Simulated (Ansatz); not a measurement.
# C₇H₉Al: one species, many methods

The task here is to estimate one member of a computed series from the others.

Method: functionals in def2-TZVPP, the program's frozen cores in correlated methods; program: Ansatz 0.2.0, Gaussian basis.

Levels to be run: LDA (SPW92), PBE-D4, revPBE-D4, BLYP-D4, r2SCAN-D4, B97M-V, PBE0-D4, B3LYP-D4, r2SCANh-D4, r2SCAN0-D4, HSE06-D4, BHLYP-D4, CAM-B3LYP-D4, LC-ωPBE, ωB97X-V, ωB97M-V, B2PLYP, PBE-QIDH; CCSD(T)/def2-SVP; CCSD(T)/def2-TZVPP; MP2/def2-QZVPP; extrapolation to the limit; RPA on PBE.

## The geometry

All runs share one geometry, relaxed beforehand with PBE0-D4 in a triple-zeta def2 set.

SMILES `[CH3][AlH][c]1ccccc1`, 17 atoms, charge 0, spin multiplicity 1.

Atoms are counted from 1 here; the program's logs count them from 0.

Bond lengths: C1–Al2 1.952 Å, C1–H9 1.096 Å, C1–H10 1.092 Å, C1–H11 1.095 Å, Al2–C3 1.946 Å, Al2–H12 1.593 Å, C3–C4 1.401 Å, C3–C8 1.400 Å, C4–C5 1.387 Å, C4–H13 1.087 Å, C5–C6 1.388 Å, C5–H14 1.085 Å, C6–C7 1.387 Å, C6–H15 1.084 Å, C7–C8 1.387 Å, C7–H16 1.085 Å, C8–H17 1.087 Å. Angles: Al2–C1–H9 111.0°, Al2–C1–H10 112.8°, Al2–C1–H11 111.1°, H9–C1–H10 107.6°, H9–C1–H11 106.4°, H10–C1–H11 107.7°, C1–Al2–C3 120.0°, C1–Al2–H12 122.6°, C3–Al2–H12 117.5°, Al2–C3–C4 121.7°, Al2–C3–C8 121.0°, C4–C3–C8 117.3°, C3–C4–C5 121.6°, C3–C4–H13 119.8°, C5–C4–H13 118.6°, C4–C5–C6 119.8°, C4–C5–H14 120.2°, C6–C5–H14 120.0° and more.

The first run:

in.yaml reads:

```yaml
crystal:
  periodic: [false, false, false]
  atoms:
    - {symbol: C, position_ang: [2.844695, -0.976105, -1.289979]}
    - {symbol: Al, position_ang: [1.830013, -0.851974, 0.373460]}
    - {symbol: C, position_ang: [0.040825, -0.086174, 0.366297]}
    - {symbol: C, position_ang: [-0.553665, 0.385518, -0.811033]}
    - {symbol: C, position_ang: [-1.828553, 0.931063, -0.813141]}
    - {symbol: C, position_ang: [-2.543757, 1.017790, 0.373047]}
    - {symbol: C, position_ang: [-1.981631, 0.558968, 1.555572]}
    - {symbol: C, position_ang: [-0.705663, 0.014941, 1.546835]}
    - {symbol: H, position_ang: [3.001852, 0.015395, -1.728602]}
    - {symbol: H, position_ang: [3.825717, -1.437043, -1.154507]}
    - {symbol: H, position_ang: [2.302428, -1.562513, -2.039638]}
    - {symbol: H, position_ang: [2.406938, -1.356750, 1.769336]}
    - {symbol: H, position_ang: [-0.010555, 0.326892, -1.750636]}
    - {symbol: H, position_ang: [-2.267101, 1.289454, -1.738131]}
    - {symbol: H, position_ang: [-3.541077, 1.443798, 0.375431]}
    - {symbol: H, position_ang: [-2.539498, 0.626171, 2.483251]}
    - {symbol: H, position_ang: [-0.280971, -0.339440, 2.482409]}
basis:
  gaussian: {orbitals: def2-TZVPP}
hamiltonian: {xc: lda}
output: {orbitals: {seedname: orbitals}}
```

Among the steps run: LDA; PBE-D4 (GGA); revPBE-D4 (GGA); BLYP-D4 (GGA); r2SCAN-D4 (meta-GGA); B97M-V (meta-GGA); PBE0-D4 (hybrid); B3LYP-D4 (hybrid); r2SCANh-D4 (hybrid); r2SCAN0-D4 (hybrid); HSE06-D4 (hybrid); BHLYP-D4 (hybrid); CAM-B3LYP-D4 (range-separated); LC-ωPBE (range-separated); ωB97X-V (range-separated); ωB97M-V (range-separated); B2PLYP (double hybrid); PBE-QIDH (double hybrid).

One table of the session follows, with a row left open; its other results are not shown here.

It belongs to the step «Frontier levels by functional». 

| functional | HOMO (eV) | LUMO (eV) | gap (eV) |
| --- | --- | --- | --- |
| LDA (SPW92) | -6.55 | -2.36 | 4.19 |
| PBE-D4 | -6.34 | -2.12 | 4.22 |
| revPBE-D4 | -6.26 | -2.01 | 4.25 |
| BLYP-D4 | -6.14 | -1.97 | 4.16 |
| r2SCAN-D4 | -6.50 | -1.91 | 4.60 |
| B97M-V | -6.46 | -1.97 | 4.49 |
| PBE0-D4 | -7.30 | -1.34 | 5.96 |
| B3LYP-D4 | -7.07 | -1.52 | 5.55 |
| r2SCANh-D4 | -6.87 | -1.63 | 5.24 |
| r2SCAN0-D4 | -7.42 | -1.22 | 6.20 |
| HSE06-D4 | -6.90 | -1.70 | 5.20 |
| BHLYP-D4 | -8.05 | -0.51 | 7.54 |
| CAM-B3LYP-D4 | ? | ? | ? |
| LC-ωPBE | -9.80 | 0.64 | 10.45 |
| ωB97X-V | -9.45 | 0.55 | 10.00 |
| ωB97M-V | -9.39 | 0.34 | 9.72 |

Estimate the missing values for CAM-B3LYP-D4.

The run gave: HOMO (eV): -8.50; LUMO (eV): -0.39; gap (eV): 8.11. In the column «HOMO (eV)» it lies between ωB97M-V (-9.39) and BHLYP-D4 (-8.05).
